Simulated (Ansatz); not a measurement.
# MgSe3: the cost of one run

Method: DFT PBE, scalar-relativistic, plane waves, PAW, in Ansatz 0.2.0.

## 1. Starting point

The structure is hexagonal, space group P-6m2 (No. 187). The conventional cell has a = 3.409 Å, b = 3.409 Å, c = 10.271 Å, α = 90.00°, β = 90.00°, γ = 120.00°. Mg (site symmetry -6m2) is surrounded by 6 Se at 3.10 Å and 6 Mg at 3.41 Å. Around Se (site symmetry -6m2) lie 12 Se at 3.38 to 3.41 Å. Around Se (site symmetry 3m) lie 3 Mg at 3.10 Å.

Coordinates:

```cif
data_structure
_symmetry_space_group_name_H-M 'P-6m2'
_symmetry_Int_Tables_number 187
_cell_length_a 3.4087
_cell_length_b 3.4087
_cell_length_c 10.2707
_cell_angle_alpha 90.000
_cell_angle_beta 90.000
_cell_angle_gamma 120.000
_cell_volume 103.35
loop_
_atom_site_label
_atom_site_type_symbol
_atom_site_symmetry_multiplicity
_atom_site_Wyckoff_symbol
_atom_site_fract_x
_atom_site_fract_y
_atom_site_fract_z
_atom_site_occupancy
Mg1 Mg 1 b 0.00000 0.00000 0.50000 1
Se1 Se 1 a 0.00000 0.00000 0.00000 1
Se2 Se 2 i 0.66667 0.33333 0.73291 1
```

A structure generator made this guess: species swapped into a database cell of MgSn3 (P-6m2, No. 187), with Se on the Sn sites. The dimensions are guesses.

## 2. A first look at the guess

input.yaml

```yaml
crystal:
  lattice:
    - [3.40873256, 0.0, 0.0]
    - [-1.70436628, 2.95204899, 0.0]
    - [0.0, 0.0, 10.27065677]
  atoms:
    - { symbol: Mg, position: [0.0, 0.0, 0.5] }
    - { symbol: Se, position: [0.0, 0.0, 0.0] }
    - { symbol: Se, position: [0.66666667, 0.33333333, 0.7329089] }
    - { symbol: Se, position: [0.66666667, 0.33333333, 0.2670911] }
basis:
  ecutwfc: 420
kpoints:
  mp_grid: { grid: [6, 6, 2] }
hamiltonian:
  xc: pbe
scf:
  occupations: { method: gaussian, width: 0.1 }
  lower_state_search: "off"
output:
  forces: true
  stress: true
  eigenvalues: true
```

Started as:

```
ansatz run input.yaml --threads 1 --pin off --max-ram 2560MiB --backend cpu --events-out ev --progress --plain --runs-dir out
```

Q: Estimate wall time and peak memory on 1 thread of Intel Xeon at 2.70GHz, shared host.

About 4 s, with a peak of 0.35 GiB.
